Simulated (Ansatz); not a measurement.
Crystal: Li2RhN2.

```
Rh N Li
1.0
     3.22146    0.00000    0.00000
    -1.61073    2.78987    0.00000
     0.00000    0.00000    5.07597
Rh N Li
1 2 2
Cartesian
  0.0000 0.0000 0.0000
  0.0000 1.8599 1.0624
  1.6107 0.9300 4.0135
  0.0000 1.8599 3.2766
  1.6107 0.9300 1.7994
```

The cell comes from a database or a generator and needn't be the stable form of this composition.

- Program: Ansatz 0.2.0
- Task: single point
- Functional: PBE
- Potentials or basis: Ansatz PAW
- Cutoff: 420 eV (not typed: the program's choice for these potentials)
- k mesh: 10 × 10 × 5
- Occupations: fermi-dirac, width 0.05 eV
- Spin: no spin polarisation

On this cell: pressure -2.4 GPa; largest force 0.063 eV/Å; band gap on the k mesh none (metal or under the smearing width).

The same run follows on a disturbed copy (atoms moved at random, drawn with an rms of 0.05 Å):

```
Rh N Li
1.0
     3.22146    0.00000    0.00000
    -1.61073    2.78987    0.00000
     0.00000    0.00000    5.07597
Rh N Li
1 2 2
Cartesian
  0.0236 0.0306 -0.0594
  0.0032 1.9201 1.0575
  1.6766 0.9920 4.0426
  0.0185 1.8558 3.2741
  1.5723 0.9571 1.8395
```

**Question.** What does the disturbed cell give?

**Answer.** The energy (extrapolated to zero smearing) moves by +15.4 meV/atom; pressure -1.4 GPa; largest force 1.010 eV/Å; band gap on the k mesh none (metal or under the smearing width).

Forces in eV/Å, atoms in the order of the input:
```
Rh   0.174  0.379  0.921
N    0.036 -0.274  0.005
N   -0.538 -0.440 -0.436
Li   0.117  0.262 -0.043
Li   0.211  0.074 -0.447
```

Stress tensor (GPa, compression positive):
```
-1.81 -0.56  1.02
-0.56 -1.64  0.17
 1.02  0.17 -0.85
```
